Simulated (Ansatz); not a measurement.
# CH6B2O2: a ladder of functionals and wavefunction methods

An exercise on one series of results from a longer session: the logs are not shown, and one member is left open.

Method: functionals in def2-TZVPP, the program's frozen cores in correlated methods; program: Ansatz 0.2.0, Gaussian basis.

Plan: LDA (SPW92), PBE-D4, revPBE-D4, BLYP-D4, r2SCAN-D4, B97M-V, PBE0-D4, B3LYP-D4, r2SCANh-D4, r2SCAN0-D4, HSE06-D4, BHLYP-D4, CAM-B3LYP-D4, LC-ωPBE, ωB97X-V, ωB97M-V, B2PLYP, PBE-QIDH; CCSD(T)/def2-SVP; CCSD(T)/def2-TZVPP; MP2/def2-QZVPP; extrapolation to the limit; RPA on PBE.

## The geometry

An earlier PBE0-D4 in a triple-zeta def2 set relaxation fixed the geometry.

SMILES `BOC(B)O`, 11 atoms, charge 0, spin multiplicity 1.

Atoms are counted from 1 here; the program's logs count them from 0.

Bond lengths: B1–O2 1.355 Å, B1–H6 1.194 Å, B1–H7 1.197 Å, O2–C3 1.528 Å, C3–B4 1.556 Å, C3–O5 1.353 Å, C3–H8 1.090 Å, B4–H9 1.193 Å, B4–H10 1.192 Å, O5–H11 0.963 Å. Angles: O2–B1–H6 116.7°, O2–B1–H7 119.8°, H6–B1–H7 123.4°, B1–O2–C3 126.5°, O2–C3–B4 67.9°, O2–C3–O5 113.8°, O2–C3–H8 105.0°, B4–C3–O5 121.3°, B4–C3–H8 121.3°, O5–C3–H8 114.6°, C3–B4–H9 117.7°, C3–B4–H10 119.6°, H9–B4–H10 122.1°, C3–O5–H11 110.6°.

The first run:

in.yaml

```yaml
crystal:
  periodic: [false, false, false]
  atoms:
    - {symbol: B, position_ang: [-0.479682, 1.574679, 0.264464]}
    - {symbol: O, position_ang: [0.336235, 0.620600, -0.245645]}
    - {symbol: C, position_ang: [-0.020408, -0.844691, -0.490546]}
    - {symbol: B, position_ang: [1.323681, -0.689838, 0.278429]}
    - {symbol: O, position_ang: [-1.149508, -1.245113, 0.138813]}
    - {symbol: H, position_ang: [0.042932, 2.572924, 0.658918]}
    - {symbol: H, position_ang: [-1.664808, 1.409247, 0.259799]}
    - {symbol: H, position_ang: [-0.043343, -0.951628, -1.574912]}
    - {symbol: H, position_ang: [1.291286, -0.749667, 1.469692]}
    - {symbol: H, position_ang: [2.350458, -0.678306, -0.327909]}
    - {symbol: H, position_ang: [-1.921645, -1.075209, -0.410504]}
basis:
  gaussian: {orbitals: def2-TZVPP}
hamiltonian: {xc: lda}
output: {orbitals: {seedname: orbitals}}
```

Among the steps run: LDA; PBE-D4 (GGA); revPBE-D4 (GGA); BLYP-D4 (GGA); r2SCAN-D4 (meta-GGA); B97M-V (meta-GGA); PBE0-D4 (hybrid); B3LYP-D4 (hybrid); r2SCANh-D4 (hybrid); r2SCAN0-D4 (hybrid); HSE06-D4 (hybrid); BHLYP-D4 (hybrid); CAM-B3LYP-D4 (range-separated); LC-ωPBE (range-separated); ωB97X-V (range-separated); ωB97M-V (range-separated); B2PLYP (double hybrid); PBE-QIDH (double hybrid).

One table of the session follows, with a row left open; its other results are not shown here.

It belongs to the step «Orbital energies across the functionals». 

| functional | HOMO (eV) | gap (eV) |
| --- | --- | --- |
| LDA (SPW92) | -7.19 | 4.72 |
| PBE-D4 | -7.06 | 4.89 |
| revPBE-D4 | -7.00 | 4.95 |
| BLYP-D4 | -6.97 | 4.96 |
| r2SCAN-D4 | -7.32 | 5.57 |
| B97M-V | -7.45 | 5.56 |
| PBE0-D4 | -8.45 | 7.31 |
| B3LYP-D4 | -8.25 | 6.88 |
| r2SCANh-D4 | -7.84 | 6.45 |
| r2SCAN0-D4 | -8.63 | 7.75 |
| HSE06-D4 | -8.04 | 6.52 |
| BHLYP-D4 | ? | ? |
| CAM-B3LYP-D4 | -9.89 | 9.84 |
| LC-ωPBE | -11.23 | 12.40 |
| ωB97X-V | -10.88 | 11.93 |
| ωB97M-V | -10.78 | 11.55 |

**Question.** Estimate the row for BHLYP-D4.

Worked estimate for «HOMO (eV)». Against the share of exact exchange, BLYP-D4 (0, -6.97), B3LYP-D4 (0.2, -8.25) give a slope of -6.40 per unit share; at 0.5 the line stands at -10.17.

As computed: HOMO (eV): -9.80; gap (eV): 9.70. In «HOMO (eV)» the line misses by -0.37.
